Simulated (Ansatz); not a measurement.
# Cl3FH2OW: the cost of one run

All numbers below are computed with Ansatz 0.2.0 (RKS PBE0-D4/def2-SVP).

### Step 1. Starting point

Bond lengths: W1–O2 1.940 Å, O2–H3 1.010 Å, W1–F4 1.850 Å, W1–Cl5 2.390 Å, W1–H6 1.720 Å, W1–Cl7 2.390 Å, W1–Cl8 2.390 Å. Angles (14 of 16 angles, heavy atoms first): O2–W1–F4 90.0°, O2–W1–Cl5 90.0°, O2–W1–Cl7 90.0°, O2–W1–Cl8 180.0°, F4–W1–Cl5 90.0°, F4–W1–Cl7 90.0°, F4–W1–Cl8 90.0°, Cl5–W1–Cl7 180.0°, Cl5–W1–Cl8 90.0°, Cl7–W1–Cl8 90.0°, W1–O2–H3 109.5°, O2–W1–H6 90.0°, F4–W1–H6 180.0°, Cl5–W1–H6 90.0°.

As a file:

```xyz
8

W     0.0000    0.0000    0.0000
O     0.0000    0.0000    1.9400
H    -0.9095   -0.2814    2.2771
F     1.8500    0.0000    0.0000
Cl    0.0000    2.3900    0.0000
H    -1.7200    0.0000    0.0000
Cl    0.0000   -2.3900    0.0000
Cl    0.0000    0.0000   -2.3900
```

### Step 2. Relaxing the start

The input, input.yaml:

```yaml
crystal:
  periodic: [false, false, false]
  atoms:
    - { symbol: W, position_ang: [0.0, 0.0, 0.0] }
    - { symbol: O, position_ang: [0.0, 0.0, 1.94] }
    - { symbol: H, position_ang: [-0.9095, -0.2814, 2.2771] }
    - { symbol: F, position_ang: [1.85, 0.0, 0.0] }
    - { symbol: Cl, position_ang: [0.0, 2.39, 0.0] }
    - { symbol: H, position_ang: [-1.72, 0.0, 0.0] }
    - { symbol: Cl, position_ang: [0.0, -2.39, 0.0] }
    - { symbol: Cl, position_ang: [0.0, 0.0, -2.39] }
basis:
  gaussian: { orbitals: def2-SVP }
hamiltonian:
  xc: pbe0
  dispersion: d4
relax:
  f_tol: 0.02
  max_steps: 40
```

On the command line:

```bash
$ ansatz run input.yaml --threads 2 --pin off --max-ram 3072MiB --backend cpu --events-out ev --progress --plain --runs-dir out
```

**Question.** How long does this run take on 2 threads of Arm Neoverse V1, shared host, and how much memory does it need?

About 3.3 min, with a peak of 0.34 GiB.
